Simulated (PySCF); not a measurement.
**Ways to converge the SCF of KSi⁺**

The same problem is solved with other solver options, one edit a run.

Computed with PySCF 2.14.0. Level: each script names its method and basis.

2 further runs of the same task are left out: 2 that didn't finish.

### 1 Where the work starts

KSi⁺: 2 atoms, charge 1, spin multiplicity 1.

Bond lengths: K1–Si2 2.844 Å.

### 2 Base script

input.py reads:

```python
from pyscf import gto, scf, mp

mol = gto.M(
    atom='K 0 0 0; Si 0 0 2.844',
    basis='crenbl',
    ecp={'K': 'crenbl', 'Si': 'crenbl'},
    charge=1,
    spin=0,
    verbose=4,
)
mf = scf.UHF(mol)
mf.kernel()
mp.MP2(mf).kernel()
mf.dip_moment()
print('orbital energies (hartree):', [e[max(0, n-3):n+3].round(4) for e, n in zip(mf.mo_energy, mol.nelec)])
```

On the command line:

```bash
$ OMP_NUM_THREADS=1 python input.py
```

Its log is not repeated here.

Base result: E(SCF) = -31.361125 Eh, 8 cycles, E(MP2) − E(SCF) = -0.06233 Eh.

The bond length is a typed value, not an optimised one. The dipole of an ion depends on the origin.

### 3 Cycle limit 200

Variant 1 changes cycle limit: 50 → 200.

input.py reads:

```python
from pyscf import gto, scf, mp

mol = gto.M(
    atom='K 0 0 0; Si 0 0 2.844',
    basis='crenbl',
    ecp={'K': 'crenbl', 'Si': 'crenbl'},
    charge=1,
    spin=0,
    verbose=4,
)
mf = scf.UHF(mol)
mf.max_cycle = 200
mf.kernel()
mp.MP2(mf).kernel()
mf.dip_moment()
print('orbital energies (hartree):', [e[max(0, n-3):n+3].round(4) for e, n in zip(mf.mo_energy, mol.nelec)])
```

On the command line:

```bash
$ OMP_NUM_THREADS=1 python input.py
```

### 4 Convergence threshold 1e-07 hartree

Variant 2 changes convergence threshold: default → 1e-07 hartree.

input.py, as its differences from that of step 2:

```diff
@@ -11,2 +11,3 @@
 mf = scf.UHF(mol)
+mf.conv_tol = 1e-07
 mf.kernel()
```

### 5 Level shift 1 hartree

Variant 3 changes level shift: none → 1 hartree.

input.py, as its differences from that of step 2:

```diff
@@ -11,2 +11,3 @@
 mf = scf.UHF(mol)
+mf.level_shift = 1.0
 mf.kernel()
```

### 6 Damping 0.2

Variant 4 changes damping: none → 0.2.

input.py, as its differences from that of step 2:

```diff
@@ -11,2 +11,4 @@
 mf = scf.UHF(mol)
+mf.damp = 0.2
+mf.diis_start_cycle = 8
 mf.kernel()
```

### 7 DIIS space 20

Variant 5 changes DIIS space: default → 20.

input.py, as its differences from that of step 2:

```diff
@@ -11,2 +11,3 @@
 mf = scf.UHF(mol)
+mf.diis_space = 20
 mf.kernel()
```

### 8 Convergence threshold 1e-05 hartree

Variant 6 changes convergence threshold: default → 1e-05 hartree.

input.py, as its differences from that of step 2:

```diff
@@ -11,2 +11,3 @@
 mf = scf.UHF(mol)
+mf.conv_tol = 1e-05
 mf.kernel()
```

**Question.** What will these runs give? Wanted: for each run, E(SCF); from base; gap; after the SCF.

The runs gave:

| run | E(SCF) (hartree) | from base (eV) | cycles | gap (eV) | after the SCF |
| --- | --- | --- | --- | --- | --- |
| base | -31.361125 | 0 | 8 | 6.85 | MP2 correlation -1.696 eV |
| cycle limit 200 | -31.361125 | 0.0000 | 8 | 6.85 | MP2 correlation -1.696 eV |
| convergence threshold 1e-07 hartree | -31.361125 | 0.0000 | 7 | 6.85 | MP2 correlation -1.696 eV |
| level shift 1 hartree | -31.361125 | 0.0000 | 40 | 6.85 | MP2 correlation -1.696 eV |
| damping 0.2 | -31.361125 | 0.0000 | 11 | 6.85 | MP2 correlation -1.696 eV |
| DIIS space 20 | -31.361125 | 0.0000 | 8 | 6.85 | MP2 correlation -1.696 eV |
| convergence threshold 1e-05 hartree | -31.361125 | 0.0000 | 6 | 6.85 | MP2 correlation -1.696 eV |

Distance from each run's final energy (log10 hartree) by cycle:

| run | cycle 1 | cycle 2 | cycle 3 | cycle 5 | cycle 8 | cycle 12 |
| --- | --- | --- | --- | --- | --- | --- |
| base | -0.9 | -2.3 | -3.2 | -5.5 | -10.9 | done |
| cycle limit 200 | -0.9 | -2.3 | -3.2 | -5.5 | -10.9 | done |
| convergence threshold 1e-07 hartree | -0.9 | -2.3 | -3.2 | -5.5 | done | done |
| level shift 1 hartree | -0.4 | -0.8 | -1.0 | -1.4 | -2.0 | -2.8 |
| damping 0.2 | -0.9 | -2.2 | -2.9 | -4.0 | -5.7 | done |
| DIIS space 20 | -0.9 | -2.3 | -3.2 | -5.5 | -10.9 | done |
| convergence threshold 1e-05 hartree | -0.9 | -2.3 | -3.2 | -5.5 | done | done |

What this shows: No change of the SCF energy comes from cycle limit 200 or convergence threshold 1e-07 hartree or level shift 1 hartree or damping 0.2 or DIIS space 20 or convergence threshold 1e-05 hartree. The base needs 8 cycles and the run with level shift 1 hartree needs 40. The cycles with DIIS space 20 repeat those of the base digit for digit, so the setting never acted.
